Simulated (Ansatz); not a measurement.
# C3H2Se: how energies converge with the basis set

The task here is to estimate one member of a computed series from the others.

Computed with Ansatz 0.2.0, Gaussian basis. Level: one geometry, several basis sets.

Plan: PBE0-D4/def2-SVP; ωB97M-V/def2-SVP; PBE0-D4/def2-QZVPP; ωB97M-V/def2-QZVPP; the functionals' def2-TZVPP values are taken from earlier runs.

### The relaxed structure

All runs share one geometry, relaxed beforehand with PBE0-D4 in a triple-zeta def2 set.

SMILES `C#CC=[Se]`, 6 atoms, charge 0, spin multiplicity 1.

Atoms are counted from 1 here; the program's logs count them from 0.

Bond lengths: C1–C2 1.207 Å, C1–H5 1.065 Å, C2–C3 1.398 Å, C3–Se4 1.763 Å, C3–H6 1.089 Å. Angles: C2–C1–H5 179.0°, C1–C2–C3 179.0°, C2–C3–Se4 124.6°, C2–C3–H6 115.9°, Se4–C3–H6 119.5°.

Set-up of the first run:

Input file in.yaml:

```yaml
crystal:
  periodic: [false, false, false]
  atoms:
    - {symbol: C, position_ang: [0.389341, 1.271479, -0.838098]}
    - {symbol: C, position_ang: [0.136240, 0.296683, -0.173696]}
    - {symbol: C, position_ang: [-0.136529, -0.828216, 0.610067]}
    - {symbol: Se, position_ang: [-1.513977, -1.903392, 0.374971]}
    - {symbol: H, position_ang: [0.598154, 2.128725, -1.434393]}
    - {symbol: H, position_ang: [0.568871, -1.029280, 1.414849]}
basis:
  gaussian: {orbitals: def2-SVP}
hamiltonian: {xc: pbe0, dispersion: d4}
output: {orbitals: {seedname: orbitals}}
```

Launch:

```console
$ ansatz run in.yaml --threads 2 --pin off --events-out ev --progress --plain --max-ram 4352MiB
```

Among the steps run: PBE0-D4 in def2-SVP; ωB97M-V in def2-SVP; PBE0-D4 in def2-QZVPP; ωB97M-V in def2-QZVPP.

One table of the session follows, with a row left open; its other results are not shown here.

It belongs to the step «Functionals by basis». 

```
functional       basis  HOMO (eV)  LUMO (eV)
   PBE0-D4    def2-SVP      -6.38      -3.16
   PBE0-D4  def2-TZVPP      -6.53      -3.27
   PBE0-D4  def2-QZVPP      -6.55      -3.29
   ωB97M-V    def2-SVP      -8.57      -1.11
   ωB97M-V  def2-TZVPP      -8.73      -1.28
   ωB97M-V  def2-QZVPP          ?          ?
```

Estimate the missing values for ωB97M-V, def2-QZVPP.

**Answer.** HOMO (eV): -8.76; LUMO (eV): -1.31. In the column «HOMO (eV)» it is the lowest.
